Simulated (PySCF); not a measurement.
# CClLiOS, a complex of two parts: interaction energy

The task here is to estimate one member of a computed series from the others.

Programs: PySCF 2.14.0. All values are calculated, for the isolated system unless a continuum is named. Atoms count from 0, parts from 1.

## The system as given

5 atoms, charge 0, multiplicity 1; geometry: GFN2-xTB. Parts: 1 = atoms 0–1, `[Li][Cl]`, charge 0; 2 = atoms 2–4, `O=C=S`, charge 0.

Set-up of the first run:

The job: settings as JSON, then the geometry in Å.

```
{"job": {"xc": "PBE0", "basis": "def2-SVPD", "d3": "d3bj", "grid": 2, "kind": "geom", "shake": 0.01}, "charge": 0, "multiplicity": 1, "parts": [{"atoms": "0-1", "charge": 0, "multiplicity": 1}, {"atoms": "2-4", "charge": 0, "multiplicity": 1}]}
Li    -0.378817     0.736961     0.480876
Cl     0.761734    -0.750983    -0.073383
O     -1.505732     2.199802     0.967280
C     -2.117376     3.112488     1.269707
S     -3.025528     4.298395     1.653086
```

Command:

```sh
> OMP_NUM_THREADS=1 python cluster_run.py task.json out
```

One launch serves the whole session: the jobs run in the order shown.

Steps of the session up to this table: Geometry optimisation at PBE0-D3(BJ)/def2-SVPD; Coupled-cluster interaction energy: CCSD(T) and MP2.

One table of the session follows, with a row left open; its other results are not shown here.

It belongs to the step «Coupled-cluster interaction energy: CCSD(T) and MP2». 

```
                 method  interaction energy (kcal/mol)
         HF/aug-cc-pVDZ                         -10.18
        MP2/aug-cc-pVDZ                          -8.88
       CCSD/aug-cc-pVDZ                          -9.50
    CCSD(T)/aug-cc-pVDZ                          -9.46
         HF/aug-cc-pVTZ                         -10.51
        MP2/aug-cc-pVTZ                              ?
    SCS-MP2/aug-cc-pVTZ                          -9.22
      MP2, extrapolated                          -9.26
CCSD(T), limit estimate                          -9.84
```

**Question.** Estimate the row for MP2/aug-cc-pVTZ.

As computed: interaction energy (kcal/mol): -9.25. In the column «interaction energy (kcal/mol)» it lies between MP2, extrapolated (-9.26) and SCS-MP2/aug-cc-pVTZ (-9.22).

In this run the core of Li (1s) is correlated, in a basis without core functions; only the other cores are frozen.
